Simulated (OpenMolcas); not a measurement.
**Re⁵⁺ among point charges: CASSCF and CASPT2 levels and susceptibility**

Aim: the splitting of the states of Re⁵⁺ in the field of 2 point charges, its lowest levels with spin-orbit coupling and its magnetic susceptibility.

Method: state-averaged CASSCF and CASPT2, spin-orbit coupling by RASSI with atomic mean-field integrals. Code: OpenMolcas 26.06.

## (1) Starting point

* Species: Re⁵⁺ (rhenium, Z = 75, 70 electrons)
* Basis: ANO-RCC-VDZP [7s6p4d2f1g], 68 functions
* Scalar Hamiltonian: DKH2, point nucleus
* Inactive shells: 1s 2s 2p 3s 3p 3d 4s 4p 4d 4f 5s 5p
* Active space: 2 electrons in 5 orbitals (5d)
* Some configurations of this space: 5d²
* Orbitals: optimised for each spin and parity, averaged over all roots

Outer shells as boxes (Hund's rule):

5d2
```
5d [↑ ][↑ ][  ][  ][  ]
```

The ion sits among 2 point charges of -1.62 e arranged as a linear pair (D∞h), 2.15 Å from the ion.

Each step is its own input file, run in one work folder so that later steps find the files of earlier ones. Labels, J, g values, rates, χT and fits are worked out afterwards by a script from the matrices that RASSI stores. The input lists half of the charges; inversion (Group=XYZ) makes the rest.

## (2) GATEWAY and SEWARD: basis and integrals

Contents of a.inp:

```
&GATEWAY
Coord
1

Re 0.0 0.0 0.0
Basis=ANO-RCC-VDZP
Group=XYZ
NoMove
AngMom=0.0 0.0 0.0
AMFI
XField
1 Angstrom 0
0.000000 0.000000 2.150000 -1.620000
&SEWARD
```

Command:

```
> OMP_NUM_THREADS=1 MOLCAS_MEM=1689 MOLCAS_PROJECT=a pymolcas a.inp > a.log
```

## (3) Reference wave functions, triplets of even parity, 10 roots

Contents of a.inp:

```
&RASSCF
FileOrb=start.orb
Symmetry=1
Spin=3
nActEl=2 0 0
Inactive=15 19
Ras2=5 0
CIRoot=10 10 1
SDav=10
CIMx=300
Iter=120 100
PrWF=0.3
OrbListing=Nothing
MaxOrb=0
>>> COPY $Project.JobIph JOB001
```

start.orb holds the contracted functions of the basis, ordered by shell, or the orbitals of the step before.

## (4) CASSCF: singlets of even parity, 15 roots

Contents of a.inp:

```
&RASSCF
FileOrb=start.orb
Symmetry=1
Spin=1
nActEl=2 0 0
Inactive=15 19
Ras2=5 0
CIRoot=15 15 1
SDav=15
CIMx=300
Iter=120 100
PrWF=0.3
OrbListing=Nothing
MaxOrb=0
>>> COPY $Project.JobIph JOB002
```

## (5) State interaction with spin-orbit coupling

Contents of a.inp:

```
&RASSI
NrOfJobIphs=2 10 15
1 2 3 4 5 6 7 8 9 10
1 2 3 4 5 6 7 8 9 10 11 12 13 14 15
IphNames
JOB001
JOB002
EJob
SpinOrbit
DIPRint=1.0
SOCoupling=1000.0
Subsets=2
Property=9
'ANGMOM' 1 'ANGMOM' 2 'ANGMOM' 3 'MLTPL  1' 1 'MLTPL  1' 2 'MLTPL  1' 3
'AMFI' 1 'AMFI' 2 'AMFI' 3
SOProperty=3
'ANGMOM' 1 'ANGMOM' 2 'ANGMOM' 3
```

## (6) CASPT2: IPEA 0.25, imaginary shift 0.1 (closed shells correlated: 5s 5p)

Contents of a.inp:

```
>>> COPY JOB001 $Project.JobIph
&CASPT2
Multistate=10 1 2 3 4 5 6 7 8 9 10
NoMult
Frozen=14 16
IPEA=0.25
Imaginary=0.1
MaxIter=60
WThr=0.0 0.3 0.05
PrWF=0.5
NoMix
>>> COPY JOB002 $Project.JobIph
&CASPT2
Multistate=15 1 2 3 4 5 6 7 8 9 10 11 12 13 14 15
NoMult
Frozen=14 16
IPEA=0.25
Imaginary=0.1
MaxIter=60
WThr=0.0 0.3 0.05
PrWF=0.5
NoMix
```

(Steps that only read results are left out.)

Before running it: what results should come out? Wanted: spin-free ground state; first state of the same spin within the active space; lowest level; next level.

As calculated:

| quantity | value |
| --- | --- |
| method | SS-CASPT2, IPEA 0.25, imaginary shift 0.1 (closed shells correlated: 5s 5p) |
| spin-free ground state | 3Sigma, 1-fold in its orbital part |
| first state of the same spin within the active space | 3Phi at 2110 cm⁻¹ |
| lowest level | 1-fold |
| next level | 1992.0 cm⁻¹ |
| χT at 300 K | 0.04 cm³ K/mol |
| effective moment at 300 K | 0.58 μB |

Cost by method:

```csv
method,time of its own steps,time with the reference
A. CASSCF,3.8 s,3.8 s
"B. SS-CASPT2, IPEA 0.25, imaginary shift 0.1, +5s 5p",2.1 s,5.9 s
```

Times are of one thread on a shared host.

In words: The spin-free ground state (3Sigma) comes to 53 % from free-ion F terms and keeps the highest spin of the shell. χT at 300 K is 0.04, against 1.00 cm³ K/mol for the spin alone, so spin-orbit coupling lowers it. CASPT2 does not keep the components of a term degenerate, and the means are used. The field of point charges can differ much from that of real complexes. Point charges carry no covalency, so the field is a model and not that of real ligands.
